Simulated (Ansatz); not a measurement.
# AlCl3: the cost of one run

Program: Ansatz 0.2.0. Level of theory: DFT PBE, scalar-relativistic, plane waves, PAW. These are calculated values, not measurements.

## 1. The system as given

Bond lengths: Al1–Cl2 2.043 Å, Al1–Cl3 2.068 Å, Al1–Cl4 2.062 Å. Angles: Cl2–Al1–Cl3 119.6°, Cl2–Al1–Cl4 121.1°, Cl3–Al1–Cl4 119.3°.

As a file:

```xyz
4

Al    6.5537    7.2719    7.5046
Cl    8.5968    7.2867    7.4869
Cl    5.5199    9.0630    7.5131
Cl    5.5000    5.5000    7.4893
```

## 2. Relaxing the molecule

Input file input.yaml:

```yaml
crystal:
  lattice:
    - [14.0967640175, 0.0, 0.0]
    - [0.0, 14.5630068516, 0.0]
    - [0.0, 0.0, 15.0]
  atoms:
    - { symbol: Al, position: [0.4649107518, 0.49933928, 0.5003087187] }
    - { symbol: Cl, position: [0.6098395353, 0.5003536063, 0.4991264741] }
    - { symbol: Cl, position: [0.3915751029, 0.6223307414, 0.5008735259] }
    - { symbol: Cl, position: [0.3901604647, 0.3776692586, 0.4992874061] }
  symmetry: { detect: false }
basis:
  ecutwfc: 420
kpoints:
  mp_grid: { grid: [1, 1, 1] }
hamiltonian:
  xc: pbe
scf:
  occupations: { method: gaussian, width: 0.005 }
output:
  forces: true
  eigenvalues: true
relax:
  adjacent_minimum: "off"
  f_tol: 0.01
  max_steps: 120
```

Run with:

```bash
ansatz run input.yaml --threads 4 --pin off --max-ram 11264MiB --backend cpu --events-out ev --progress --plain --runs-dir out
```

What time and memory should one allow on 4 threads of Arm Neoverse N1, shared host?

About 23 s, with a peak of 1.3 GiB.
